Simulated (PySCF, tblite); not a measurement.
**C6H10FO radical: geometry, infrared bands and EPR parameters**

Aim: predict the infrared bands and EPR parameters of C6H10FO radical (`F[C]1CCCCOC1`).

Programs: tblite 0.8.0 and PySCF 2.14.0, with density-fitted response routines of our own. Each step states its level of theory. These are calculated values for one molecule in the gas phase, unless marked as measured. Atoms are numbered from 0 throughout.

## 1. Starting geometry

18 atoms, charge 0, multiplicity 2; geometry from: force field or distance geometry start.

Bonds of the start (Å): F0–C1 1.36, C1–C2 1.49, C2–C3 1.52, C3–C4 1.53, C4–C5 1.52, C5–O6 1.43, O6–C7 1.43, C7–C1 1.48, C2–H8 1.09, C2–H9 1.10, C3–H10 1.10, C3–H11 1.11, C4–H12 1.10, C4–H13 1.11, C5–H14 1.10, C5–H15 1.09, C7–H16 1.10, C7–H17 1.09.

## 2. Relaxing the molecule with GFN2-xTB

The job: settings as JSON, then the geometry in Å.

```
{"job": {"kind": "relax", "xc": "GFN2-xTB", "basis": "xTB"}, "charge": 0, "multiplicity": 2}
F      1.986500     1.680300     1.063100
C      1.042500     1.191700     0.208200
C      1.383900    -0.021000    -0.592500
C      0.738500    -1.274500    -0.029500
C     -0.776800    -1.371100    -0.214200
C     -1.559900    -0.190800     0.348400
O     -1.292700     0.990200    -0.412300
C     -0.288500     1.834600     0.162700
H      2.468900    -0.144700    -0.595300
H      1.070400     0.130700    -1.634700
H      1.193900    -2.155200    -0.507100
H      0.966200    -1.368100     1.050700
H     -1.140600    -2.293600     0.252600
H     -0.974500    -1.445700    -1.299900
H     -1.359000    -0.034500     1.421300
H     -2.627900    -0.397700     0.259400
H     -0.609200     2.158900     1.158800
H     -0.230600     2.716900    -0.471600
```

Run with:

```
$ OMP_NUM_THREADS=1 python probes_run.py task.json out
```

The driver reads the jobs from task.json and runs them one after another.

**Question.** This job is followed by: GFN2-xTB harmonic vibrations, gas phase; UKS B3LYP, pcH-1 on C F H O, non-relativistic, mean-field spin-orbit, GIAO. What will the session give for the following? strongest single infrared mode (GFN2-xTB); zero-point energy (GFN2-xTB); g(iso) (B3LYP); ⟨S²⟩; largest a(iso) (averaged by class); surface potential, 1st and 99th percentile.

The runs gave:

| quantity | value |
| --- | --- |
| strongest single infrared mode (GFN2-xTB) | 2997 cm⁻¹, 78 km/mol |
| zero-point energy (GFN2-xTB) | 93.8 kcal/mol |
| g(iso) (B3LYP) | 2.00346 |
| ⟨S²⟩ | 0.754 (exact 0.75) |
| largest a(iso) (averaged by class) | 19F on F0, 175.0 MHz |
| surface potential, 1st and 99th percentile | -1.36 V and 0.71 V |

**Reading.** Relaxing lowered the energy by 0.136 eV in 87 steps; the close pair that moved most is C2–C3, from 1.518 to 1.547 Å. No mode is imaginary among the 48: a minimum at this level. The strongest single mode, at 2997 cm⁻¹, is spread over several atoms, H9, H13, H11 among them. Unscaled tight-binding wavenumbers are off by several per cent, some by more. Its intensities can rank the bands wrongly. C1 carries the largest spin population, 0.90 e. The isotropic g lies 1.1 ppt above the free-electron value.
